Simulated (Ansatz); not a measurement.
# Cl2MoS2 (MoS2Cl2): the cost of one run

The runs use Ansatz 0.2.0; RKS B3LYP-D4/def2-SVP.

## 1. Where the work starts

5 atoms, charge 0, spin multiplicity 1.

Atoms are counted from 1 here; the program's logs count them from 0.

Bond lengths: Mo1–S2 2.117 Å, Mo1–S3 2.117 Å, Mo1–Cl4 2.258 Å, Mo1–Cl5 2.258 Å. Angles: S2–Mo1–S3 107.7°, S2–Mo1–Cl4 108.8°, S2–Mo1–Cl5 108.8°, S3–Mo1–Cl4 108.8°, S3–Mo1–Cl5 108.8°, Cl4–Mo1–Cl5 113.8°.

Coordinates:

```
Mo   -0.0051    0.0000   -0.0036
S     0.0368   -0.0162    2.1125
S     1.9982    0.0130   -0.6865
Cl   -1.0222    1.8928   -0.6965
Cl   -1.0078   -1.8895   -0.7259
```

## 2. Relaxation

The input, input.yaml:

```yaml
crystal:
  periodic: [false, false, false]
  atoms:
    - { symbol: Mo, position_ang: [-0.005139, -2.0e-05, -0.003606] }
    - { symbol: S, position_ang: [0.036812, -0.016242, 2.112535] }
    - { symbol: S, position_ang: [1.998245, 0.01298, -0.686469] }
    - { symbol: Cl, position_ang: [-1.022158, 1.892819, -0.696538] }
    - { symbol: Cl, position_ang: [-1.00776, -1.889547, -0.725923] }
basis:
  gaussian: { orbitals: def2-SVP }
hamiltonian:
  xc: { name: B3LYP }
  dispersion: d4
output:
  forces: true
relax:
  f_tol: 0.003
  max_steps: 120
```

Command:

```bash
$ ansatz run input.yaml --threads 1 --pin off --max-ram 2560MiB --backend cpu --events-out ev --progress --plain --runs-dir out
```

**Question.** How long does this run take on 1 thread of AMD EPYC 9R45 (Zen 5), shared host, and how much memory does it need?

About 14 s, with a peak of 0.28 GiB.
